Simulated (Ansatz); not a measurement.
# Isostructural Ti, Fe, Co, Cu, Zn: table of trends in Python

The task is a table of trends, for isostructural Ti, Fe, Co, Cu, Zn.

The COD entry's cell or inner coordinates are ideal or old and differ from later refinements, so a difference from it is no clean test against experiment.

Program: the Python package of Ansatz 0.2.0. Level of theory: DFT r2SCAN, plane waves, PAW. These are calculated values, not measurements.

## (1) The system

Ti P6_3/mmc: The structure is hexagonal, space group P6_3/mmc (No. 194). Conventional cell: a = 2.950 Å, b = 2.950 Å, c = 4.680 Å, α = 90.00°, β = 90.00°, γ = 120.00°. Ti (site symmetry -6m2) has 12 Ti at 2.89 to 2.95 Å as nearest neighbours.

Fe P6_3/mmc: It takes space group P6_3/mmc (No. 194, hexagonal). The conventional cell has a = 2.347 Å, b = 2.347 Å, c = 3.797 Å, α = 90.00°, β = 90.00°, γ = 120.00°. Around Fe (site symmetry -6m2) lie 12 Fe at 2.33 to 2.35 Å.

Co P6_3/mmc: The structure is hexagonal, space group P6_3/mmc (No. 194). Conventional cell: a = 2.507 Å, b = 2.507 Å, c = 4.070 Å, α = 90.00°, β = 90.00°, γ = 120.00°. Co (site symmetry -6m2) has 12 Co at 2.50 to 2.51 Å as nearest neighbours.

Cu P6_3/mmc: The structure is hexagonal, space group P6_3/mmc (No. 194). The conventional cell has a = 2.534 Å, b = 2.534 Å, c = 4.113 Å, α = 90.00°, β = 90.00°, γ = 120.00°. Cu (site symmetry -6m2) is surrounded by 12 Cu at 2.52 to 2.53 Å.

Zn P6_3/mmc: The structure is hexagonal, space group P6_3/mmc (No. 194). Conventional cell: a = 2.670 Å, b = 2.670 Å, c = 4.966 Å, α = 90.00°, β = 90.00°, γ = 120.00°. Zn (site symmetry -6m2) is surrounded by 12 Zn at 2.67 to 2.92 Å.

Input file ti_ti.vasp:

```text
Ti
1.0
   2.95000000    0.00000000    0.00000000
  -1.47500000    2.55477494    0.00000000
   0.00000000    0.00000000    4.68000000
Ti
2
Direct
   0.33333333    0.66666667    0.25000000
   0.66666667    0.33333333    0.75000000
```

ti_fe.extxyz, read by the script:

```xyz
2
Lattice="2.347 0.0 0.0 -1.1735 2.03256162 0.0 0.0 0.0 3.797" Properties=species:S:1:pos:R:3:initial_magmoms:R:1 pbc="T T T"
Fe   -0.00000000    1.35504108    0.94925000  3.50
Fe    1.17350000    0.67752054    2.84775000  3.50
```

The script reads ti_co.vasp:

```text
Co
1.0
   2.50740000    0.00000000    0.00000000
  -1.25370000    2.17147210    0.00000000
   0.00000000    0.00000000    4.06990000
Co
2
Direct
   0.33333333    0.66666667    0.25000000
   0.66666667    0.33333333    0.75000000
```

ti_cu.vasp, read by the script:

```text
Cu
1.0
   2.53409667    0.00000000    0.00000000
  -1.26704833    2.19459209    0.00000000
   0.00000000    0.00000000    4.11257100
Cu
2
Direct
   0.33333333    0.66666667    0.25000000
   0.66666667    0.33333333    0.75000000
```

ti_zn.xyz, read by the script:

```xyz
2
Lattice="2.67 0.0 0.0 -1.335 2.31228783 0.0 0.0 0.0 4.966" Properties=species:S:1:pos:R:3 pbc="T T T"
Zn   -0.00000000    1.54152522    1.24150000
Zn    1.33500000    0.77076261    3.72450000
```

## (2) The script

trend_ti.py reads:

```python
"""Trends along isostructural compounds in space group P6_3/mmc, after relaxing atoms and volume at fixed cell shape."""

import warnings

import ansatz
from ase.io import read
import matplotlib.pyplot as plt
import numpy as np

POLARISED = {"Fe", "Co"}


def compute(name, crystal):
    calc = crystal.calculation()
    calc = calc.functional("r2scan")
    calc = calc.basis(500)
    calc = calc.kpoints(spacing=0.15).occupations("cold", width=0.1)
    calc = calc.stress()
    calc = calc.band_table()
    if name in POLARISED:
        calc = calc.spin("collinear")
    calc = calc.relax(force_tolerance=0.02, max_steps=40, fix_cell=["shape"])
    return calc.run(threads=1, pin="off")


def volume_per_atom(outcome):
    return abs(np.linalg.det(outcome.lattice.cell_ang)) / len(outcome.lattice.sites)


def main() -> None:
    warnings.simplefilter("ignore", ansatz.DeckWarning)

    phases = {}
    atoms = read("ti_ti.vasp", format="vasp")
    ti = ansatz.Crystal.from_ase(atoms)
    phases["Ti"] = ti
    fe = ansatz.Crystal.from_extxyz("ti_fe.extxyz")
    phases["Fe"] = fe
    atoms = read("ti_co.vasp", format="vasp")
    co = ansatz.Crystal.from_ase(atoms).moments(Co=2.5)
    phases["Co"] = co
    atoms = read("ti_cu.vasp", format="vasp")
    cu = ansatz.Crystal.from_ase(atoms)
    phases["Cu"] = cu
    zn = ansatz.Crystal.from_extxyz("ti_zn.xyz")
    phases["Zn"] = zn

    done = {}
    for name, crystal in phases.items():
        try:
            done[name] = compute(name, crystal)
        except ansatz.NonConvergedError as error:
            print(name, "did not converge:", str(error)[:120])

    rows = [(name, volume_per_atom(o), abs(o.report["magnetization_mub"])) for name, o in done.items()]
    print("| compound | V (A^3/atom) | M (muB/cell) |")
    print("| --- | --- | --- |")
    for row in rows:
        print(f"| {row[0]} | {row[1]:.3f} | {row[2]:.2f} |")
    plt.figure(figsize=(4.5, 3))
    plt.bar([row[0] for row in rows], [row[1] for row in rows])
    plt.ylabel("V (A^3/atom)")
    plt.tight_layout()
    plt.savefig("trend.png", dpi=100)


if __name__ == "__main__":
    main()
```

## (3) What the engine is handed

The package turns the script's settings into the engine's input (first run):

```yaml
crystal:
  lattice:
    - [2.95, 0.0, 0.0]
    - [-1.475, 2.55477494, 0.0]
    - [0.0, 0.0, 4.68]
  atoms:
    - { symbol: Ti, position: [0.33333333, 0.66666667, 0.25] }
    - { symbol: Ti, position: [0.66666667, 0.33333333, 0.75] }
basis:
  ecutwfc: 500.0
kpoints:
  mp_grid:
    kspacing: 0.15
hamiltonian:
  xc: r2scan
scf:
  occupations:
    method: cold
    width: 0.1
relax:
  f_tol: 0.02
  max_steps: 40
  cell:
    fix: [shape]
output:
  stress: true
  eigenvalues: true
```

## (4) The run

Started as:

```sh
$ python trend_ti.py
```

Output:

```text
RunWarning: the starting moments were not kept: the SCF closed with an absolute magnetisation of 1.8e-6 μB, where they sum to 7 μB in size (2 sites). That is at most 0.1 of that sum. Measured as dr2_m measures the in/out step, that magnetisation stands 2.5e-12 eV from none, at or under the dr2_threshold of 1.0e-7 eV: it is no larger than a step whose dr2_m would equal this threshold. The system [...]
| compound | V (A^3/atom) | M (muB/cell) |
| --- | --- | --- |
| Ti | 17.306 | 0.00 |
| Fe | 9.861 | 0.00 |
| Co | 10.646 | 3.54 |
| Cu | 11.450 | 0.00 |
| Zn | 14.400 | 0.00 |
```

(Warnings from the package without file and line, shortened, repeats left out.)

Wall time 17 min (1 thread of Arm Neoverse V1, shared host); peak memory 0.8 GiB.

## (5) The engine's runs

One row for each of the 5 runs:

| run | system | spin polarised | energy (eV/atom) | final volume (Å³/atom) | pressure (GPa) | moment (μB/cell) | SCF cycles in all | CPU time (s) |
| --- | --- | --- | --- | --- | --- | --- | --- | --- |
| 1 | Ti (2 atoms) | not set | -2504.3702 | 17.31 | -0.01 | 0.00 | 30 | 58 |
| 2 | Fe (2 atoms) | yes | -4485.2291 | 9.86 | 0.01 | 0.00 | 123 | 610 |
| 3 | Co (2 atoms) | yes | -5131.5274 | 10.65 | -0.04 | 3.54 | 48 | 210 |
| 4 | Cu (2 atoms) | not set | -6631.2284 | 11.45 | 0.00 | 0.00 | 21 | 70 |
| 5 | Zn (2 atoms) | not set | -3325.6703 | 14.40 | -0.02 | 0.00 | 26 | 64 |

Energies are free energies F = E - TS of the smeared occupations. Totals carry meaning only in balanced differences at one level of theory.

## (6) How the relaxation of run 1 went

Step by step:

| step | E - E(step 1) (eV/cell) | largest force component (eV/Å) | pressure (GPa) | volume (Å³) |
| --- | --- | --- | --- | --- |
| 1 | 0.0000 | 0.0000 | -2.15 | 35.27 |
| 2 | 0.0030 | 0.0000 | 3.15 | 33.74 |
| 3 | -0.0049 | 0.0000 | -0.07 | 34.63 |
| 4 | -0.0049 | 0.0000 | 0.00 | 34.61 |
| 5 | -0.0045 | 0.0000 | -0.01 | 34.61 |

Step 1 is the start. Step 5 repeats the geometry before it on a plane-wave basis chosen anew for that cell, so its energy need not be comparable with the rows above. Step 2 was tried and not accepted.

|  | before | after | change |
| --- | --- | --- | --- |
| a (Å) | 2.950 | 2.932 | -0.6 % |
| b (Å) | 2.950 | 2.932 | -0.6 % |
| c (Å) | 4.680 | 4.651 | -0.6 % |
| volume (Å³/atom) | 17.64 | 17.31 | -1.9 % |
| shortest distance (Å) | 2.894 | 2.876 | -0.6 % |
| space group (0.01 Å) | P6_3/mmc | P6_3/mmc | same |

Forces and stress were held to the start's 24 operations: a distortion of lower symmetry was not tested.

## (7) The relaxation of run 3, step by step

Step by step:

```
step  E - E(step 1) (eV/cell)  largest force component (eV/Å)  pressure (GPa)  volume (Å³)
   1                   0.0000                          0.0000           -8.57        22.16
   2                  -0.0202                          0.0000           -3.79        21.65
   3                  -0.0249                          0.0000            0.29        21.27
   4                  -0.0249                          0.0000            0.00        21.29
   5                  -0.0242                          0.0000           -0.04        21.29
```

Step 1 is the start. Step 5 repeats the geometry before it on a plane-wave basis chosen anew for that cell, so its energy need not be comparable with the rows above.

|  | before | after | change |
| --- | --- | --- | --- |
| a (Å) | 2.507 | 2.474 | -1.3 % |
| b (Å) | 2.507 | 2.474 | -1.3 % |
| c (Å) | 4.070 | 4.016 | -1.3 % |
| volume (Å³/atom) | 11.08 | 10.65 | -3.9 % |
| shortest distance (Å) | 2.497 | 2.464 | -1.3 % |
| space group (0.01 Å) | P6_3/mmc | P6_3/mmc | same |

The run keeps the 24 symmetry operations of the start, so it could not have lowered the symmetry.

## (8) What came out

```
                               quantity                    value
                          runs compared                        5
Ti (run 1): relaxed volume, space group  17.31 Å³/atom, P6_3/mmc
Fe (run 2): relaxed volume, space group   9.86 Å³/atom, P6_3/mmc
Co (run 3): relaxed volume, space group  10.65 Å³/atom, P6_3/mmc
Cu (run 4): relaxed volume, space group  11.45 Å³/atom, P6_3/mmc
Zn (run 5): relaxed volume, space group  14.40 Å³/atom, P6_3/mmc
```

What this shows: By relaxed volume an atom the order is Fe (run 2) < Co (run 3) < Cu (run 4) < Zn (run 5) < Ti (run 1). In CPU time, run 2 (Fe (2 atoms)) cost about 11 times as much as run 1 (Ti (2 atoms)). In run 1, over 2 moves the cell shrank by 1.9 % in volume, and the space group stayed P6_3/mmc. In run 3, over 3 moves the cell shrank by 3.9 % in volume, and the space group stayed P6_3/mmc. What to keep in mind:
- The SCF didn't keep the moments it started from (some shrank, vanished or turned); what is printed is the state reached.
- Atoms and volume are relaxed with the cell's shape held, which in cells of lower than cubic symmetry can hide stresses and shift volumes.
- r2SCAN tends to overestimate the moments of itinerant magnets.
- Some members of the series are computed structures and not known phases. Magnetic phases start from parallel moments and may not end in their lowest magnetic state.
- The script silences the warnings on its input, which a real study should read. The starting moments were not kept in at least one run, so it stands on a weaker or other magnetic state than the one typed.
